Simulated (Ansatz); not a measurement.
# CH6AlFGeO: a ladder of functionals and wavefunction methods

An exercise on one series of results from a longer session: the logs are not shown, and one member is left open.

Computed with Ansatz 0.2.0, Gaussian basis. Level: functionals in def2-TZVPP, the program's frozen cores in correlated methods.

Plan: LDA (SPW92), PBE-D4, revPBE-D4, BLYP-D4, r2SCAN-D4, B97M-V, PBE0-D4, B3LYP-D4, r2SCANh-D4, r2SCAN0-D4, HSE06-D4, BHLYP-D4, CAM-B3LYP-D4, LC-ωPBE, ωB97X-V, ωB97M-V, B2PLYP, PBE-QIDH; CCSD(T)/def2-SVP; CCSD(T)/def2-TZVPP; MP2/def2-QZVPP; extrapolation to the limit; RPA on PBE.

**Structure used throughout**

The geometry comes from an earlier relaxation with PBE0-D4 in a triple-zeta def2 set; it is a stationary point, not always the lowest conformer.

SMILES `C[O][GeH]([F])[AlH2]`, 11 atoms, charge 0, spin multiplicity 1.

Atoms are counted from 1 here; the program's logs count them from 0.

Bond lengths: C1–O2 1.411 Å, C1–H6 1.098 Å, C1–H7 1.093 Å, C1–H8 1.095 Å, O2–Ge3 1.777 Å, Ge3–F4 1.757 Å, Ge3–Al5 2.498 Å, Ge3–H9 1.550 Å, Al5–H10 1.584 Å, Al5–H11 1.581 Å. Angles: O2–C1–H6 111.9°, O2–C1–H7 108.1°, O2–C1–H8 111.4°, H6–C1–H7 108.3°, H6–C1–H8 108.4°, H7–C1–H8 108.6°, C1–O2–Ge3 120.1°, O2–Ge3–F4 106.3°, O2–Ge3–Al5 103.0°, O2–Ge3–H9 107.7°, F4–Ge3–Al5 110.4°, F4–Ge3–H9 102.4°, Al5–Ge3–H9 125.8°, Ge3–Al5–H10 119.0°, Ge3–Al5–H11 118.9°, H10–Al5–H11 122.1°.

The first run:

Contents of in.yaml:

```yaml
crystal:
  periodic: [false, false, false]
  atoms:
    - {symbol: C, position_ang: [-0.673062, 0.725336, 1.855398]}
    - {symbol: O, position_ang: [0.228372, 0.334970, 0.842078]}
    - {symbol: Ge, position_ang: [-0.386237, -0.228860, -0.726611]}
    - {symbol: F, position_ang: [-1.264808, -1.716288, -0.404696]}
    - {symbol: Al, position_ang: [1.701502, -0.711769, -2.009694]}
    - {symbol: H, position_ang: [-1.418719, 1.441485, 1.486275]}
    - {symbol: H, position_ang: [-0.101403, 1.206103, 2.652664]}
    - {symbol: H, position_ang: [-1.200127, -0.137523, 2.275891]}
    - {symbol: H, position_ang: [-1.517235, 0.736862, -1.163362]}
    - {symbol: H, position_ang: [2.261045, 0.385380, -3.005974]}
    - {symbol: H, position_ang: [2.435872, -2.092794, -1.781367]}
basis:
  gaussian: {orbitals: def2-TZVPP}
hamiltonian: {xc: lda}
output: {orbitals: {seedname: orbitals}}
```

Launch:

```sh
$ ansatz run in.yaml --threads 4 --pin off --events-out ev --progress --plain --max-ram 10444MiB
```

Steps of the session up to this table: LDA; PBE-D4 (GGA); revPBE-D4 (GGA); BLYP-D4 (GGA); r2SCAN-D4 (meta-GGA); B97M-V (meta-GGA); PBE0-D4 (hybrid); B3LYP-D4 (hybrid); r2SCANh-D4 (hybrid); r2SCAN0-D4 (hybrid); HSE06-D4 (hybrid); BHLYP-D4 (hybrid); CAM-B3LYP-D4 (range-separated); LC-ωPBE (range-separated); ωB97X-V (range-separated); ωB97M-V (range-separated); B2PLYP (double hybrid); PBE-QIDH (double hybrid).

One table of the session follows, with a row left open; its other results are not shown here.

It belongs to the step «Frontier levels by functional». 

```
  functional  HOMO (eV)  LUMO (eV)  gap (eV)
 LDA (SPW92)      -6.64      -3.43      3.21
      PBE-D4      -6.51      -3.19      3.32
   revPBE-D4      -6.46      -3.08      3.38
     BLYP-D4      -6.41      -3.07      3.34
   r2SCAN-D4      -6.84      -2.93      3.91
      B97M-V      -6.99      -3.15      3.85
     PBE0-D4      -7.90      -2.42      5.48
    B3LYP-D4      -7.70      -2.62      5.08
  r2SCANh-D4      -7.38      -2.67      4.72
  r2SCAN0-D4      -8.09      -2.28      5.81
    HSE06-D4          ?          ?         ?
    BHLYP-D4      -9.00      -1.63      7.37
CAM-B3LYP-D4      -9.20      -1.46      7.74
     LC-ωPBE     -10.48      -0.34     10.14
     ωB97X-V     -10.17      -0.48      9.69
     ωB97M-V      -9.96      -0.77      9.19
```

Estimate the missing values for HSE06-D4.

As computed: HOMO (eV): -7.51; LUMO (eV): -2.79; gap (eV): 4.71. In the column «HOMO (eV)» it lies between B3LYP-D4 (-7.70) and r2SCANh-D4 (-7.38).
